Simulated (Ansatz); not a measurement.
# FH4SbSiTe: the cost of one run

All numbers below are computed with Ansatz 0.2.0 (RKS PBE0/def2-SVP).

1 further run of the same task is left out (it didn't finish).

## Step 1: The system as given

Bond lengths: F1–Sb2 1.954 Å, Sb2–Si3 2.491 Å, Si3–Te4 2.456 Å, Sb2–H5 1.759 Å, Si3–H6 1.486 Å, Si3–H7 1.523 Å, Te4–H8 1.729 Å. Angles: F1–Sb2–Si3 89.8°, F1–Sb2–H5 93.4°, Si3–Sb2–H5 91.9°, Sb2–Si3–Te4 111.4°, Sb2–Si3–H6 110.5°, Sb2–Si3–H7 110.3°, Te4–Si3–H6 110.1°, Te4–Si3–H7 107.0°, H6–Si3–H7 107.4°, Si3–Te4–H8 90.2°.

Structure file:

```xyz
8

F    -2.3331    0.8679   -0.4102
Sb   -0.8002    0.4850   -1.5604
Si    0.6053    0.0946    0.4591
Te    0.0463   -2.0377    1.5413
H    -0.3104    2.1718   -1.6458
H     0.4517    1.2135    1.4242
H     2.0772    0.0250    0.0738
H     0.3553   -2.8773    0.0623
```

## Step 2: Relaxing end A

input.yaml reads:

```yaml
crystal:
  periodic: [false, false, false]
  atoms:
    - { symbol: F, position_ang: [-2.3331, 0.8679, -0.4102] }
    - { symbol: Sb, position_ang: [-0.8002, 0.485, -1.5604] }
    - { symbol: Si, position_ang: [0.6053, 0.0946, 0.4591] }
    - { symbol: Te, position_ang: [0.0463, -2.0377, 1.5413] }
    - { symbol: H, position_ang: [-0.3104, 2.1718, -1.6458] }
    - { symbol: H, position_ang: [0.4517, 1.2135, 1.4242] }
    - { symbol: H, position_ang: [2.0772, 0.025, 0.0738] }
    - { symbol: H, position_ang: [0.3553, -2.8773, 0.0623] }
basis:
  gaussian: { orbitals: def2-SVP }
hamiltonian:
  xc: pbe0
relax:
  f_tol: 0.015
  max_steps: 40
```

Command:

```console
$ ansatz run input.yaml --threads 2 --pin off --max-ram 3072MiB --backend cpu --events-out ev --progress --plain --runs-dir out
```

What time and memory should one allow on 2 threads of Arm Neoverse V1, shared host?

About 43 s, with a peak of 0.27 GiB.
